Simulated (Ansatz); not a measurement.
# SrCd (CsCl type): equation of state and elastic constants

One table from this session's results is given with a row withheld; the runs are named, their logs left out.

Program: Ansatz 0.2.0. Level of theory: DFT PBEsol, scalar-relativistic, plane waves, PAW. These are calculated values, not measurements.

## The starting structure

The structure is cubic, space group Pm-3m (No. 221). The conventional cell has a = 3.973 Å, b = 3.973 Å, c = 3.973 Å, α = 90.00°, β = 90.00°, γ = 90.00°. Sr (site symmetry m-3m) is surrounded by 8 Cd at 3.44 Å. Cd (site symmetry m-3m) has 8 Sr at 3.44 Å as nearest neighbours.

Structure file:

```xyz
2
Lattice="3.9725 0.0000 0.0000 0.0000 3.9725 0.0000 0.0000 0.0000 3.9725" Properties=species:S:1:pos:R:3 pbc="T T T"
Sr    0.0000    0.0000    0.0000
Cd    1.9863    1.9863    1.9863
```

This cell comes from an earlier session at PBEsol: 31.345 Å³/atom at 0.00 GPa, on a 8×8×8 mesh.

Volume factors to run: 0.980, 1.020, 0.960, 1.040.

The first run:

File input.yaml:

```yaml
crystal:
  lattice:
    - [3.945873153, 0.0, 0.0]
    - [0.0, 3.945873153, 0.0]
    - [0.0, 0.0, 3.945873153]
  atoms:
    - { symbol: Sr, position: [0.0, 0.0, 0.0] }
    - { symbol: Cd, position: [0.5, 0.5, 0.5] }
basis:
  ecutwfc: 420
  ecutrho_ratio: 4
kpoints:
  mp_grid: { grid: [8, 8, 8] }
hamiltonian:
  xc: pbesol
scf:
  occupations: { method: gaussian, width: 0.05 }
output:
  forces: true
  stress: true
  eigenvalues: true
```

Among the steps run: Volume × 0.980; Scaling the volume by 1.020; Volume × 0.960; Scaling the volume by 1.040.

One table of the session follows, with a row left open; its other results are not shown here.

It belongs to the step «The fit». 

```
volume (Å³/atom)  energy (meV/atom)  pressure (GPa)
          30.092               4.98            1.31
          30.718                  ?               ?
          31.345               0.00            0.00
          31.972               1.08           -0.56
          32.599               4.22           -1.05
```

Estimate the missing values for volume (Å³/atom) = 30.718.

Worked estimate for «energy (meV/atom)». A straight line through the neighbours (30.092, 4.98) and (31.345, 0.00) gives 4.98 + (0.00 − 4.98) × (30.718 − 30.092) / (31.345 − 30.092) = 2.49; a parabola fitted to 3 rows on both sides gives 1.30.

**Answer.** energy (meV/atom): 1.21; pressure (GPa): 0.62. In «energy (meV/atom)» the line misses by +1.28 and the parabola by +0.09.
